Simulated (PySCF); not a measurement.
**[BiF6]−: other functionals and bases at one geometry**

An exercise on one series of results from a longer session: the logs are not shown, and one member is left open.

Method: several levels, as the steps say, no spin–orbit coupling; program: PySCF 2.14.0.

5 further runs of the same task are left out: 2 for a known fault of the program, 1 that didn't finish, 2 set aside as unsound or not needed.

### The starting structure

7 atoms, charge -1, spin multiplicity 1.

Bond lengths: Bi1–F2 2.056 Å, Bi1–F3 2.056 Å, Bi1–F4 2.056 Å, Bi1–F5 2.056 Å, Bi1–F6 2.056 Å, Bi1–F7 2.056 Å. Angles: F2–Bi1–F3 89.8°, F2–Bi1–F4 90.1°, F2–Bi1–F5 89.8°, F2–Bi1–F6 179.8°, F2–Bi1–F7 90.3°, F3–Bi1–F4 89.5°, F3–Bi1–F5 90.3°, F3–Bi1–F6 90.4°, F3–Bi1–F7 179.9°, F4–Bi1–F5 179.8°, F4–Bi1–F6 90.0°, F4–Bi1–F7 90.4°, F5–Bi1–F6 90.1°, F5–Bi1–F7 89.8°, F6–Bi1–F7 89.5°.

As a file:

```xyz
7

Bi    0.0062    0.0000    0.0000
F     1.4588   -0.8411    1.1873
F     0.0113    1.6744    1.1939
F    -1.4514   -0.8235    1.1932
F     1.4660    0.8284   -1.1873
F    -1.4442    0.8360   -1.1932
F    -0.0031   -1.6744   -1.1939
```

Formal oxidation states: Bi +5. An earlier session relaxed this geometry at TPSS, Bi def2-SVP with ECP60, F def2-SVP (singlet, point group Oh).

At TPSS on the finer grid: E = -813.306038 Eh, HOMO -3.84 eV, LUMO -0.50 eV, Mulliken charge on Bi1 +1.48 e, largest force component 0.021 eV/Å. 

Levels to run: CAM-B3LYP; revPBE; BP86; TPSSh; TPSS, TZVP; TPSS, x2c-SVP. Hardware: 2 threads of Arm Neoverse V2, shared host.

Set-up of the first run:

Input file run.py (the lines that set the calculation):

```python
mol = gto.M(atom='''
Bi     0.00621    -0.00003     0.00000
F      1.45876    -0.84106     1.18731
F      0.01134     1.67437     1.19389
F     -1.45141    -0.82349     1.19322
F      1.46601     0.82839    -1.18728
F     -1.44420     0.83603    -1.19324
F     -0.00314    -1.67440    -1.19389''',
    basis={'Bi': 'def2-SVP', 'F': 'def2-SVP'},
    ecp={'Bi': 'def2-SVP'},
    charge=-1, spin=0)
mf = dft.RKS(mol, xc='CAMB3LYP')
mf.grids.atom_grid = (75, 302)
mf = mf.density_fit()  # fitting sets: Bi def2-universal-JKFIT, F def2-universal-JKFIT
mf.conv_tol = 1e-08; mf.max_cycle = 55
mf.kernel(dm0)  # dm0: the density of the relaxed state
```

Run with:

```bash
> OMP_NUM_THREADS=2 python run.py
```

Steps of the session up to this table: CAM-B3LYP; revPBE; BP86; TPSSh; TPSS, TZVP; TPSS, x2c-SVP.

One table of the session follows, with a row left open; its other results are not shown here.

```
              level  HOMO (eV)  gap (eV)  charge on Bi1 (e)  largest force component (eV/Å)
TPSS (relaxed here)      -3.84      3.33               1.48                            0.02
          CAM-B3LYP      -7.51      8.46               1.62                            0.64
             revPBE      -3.54      3.13               1.44                            0.31
               BP86      -3.75      3.10               1.40                            0.16
              TPSSh      -4.79      4.43               1.59                            0.21
         TPSS, TZVP          ?         ?                  ?                               ?
      TPSS, x2c-SVP      -3.78      3.39               1.59                            0.32
```

**Question.** Estimate the row for TPSS, TZVP.

As computed: HOMO (eV): -4.53; gap (eV): 3.44; charge on Bi1 (e): 1.82; largest force component (eV/Å): 0.35. In the column «HOMO (eV)» it lies between TPSSh (-4.79) and TPSS (relaxed here) (-3.84).

In one basis the HOMO–LUMO gap runs from 3.10 eV (BP86) to 8.46 eV (CAM-B3LYP). The largest leftover force, 0.64 eV/Å with CAM-B3LYP, stands at a geometry relaxed at another level. Total energies of different levels can't be compared.
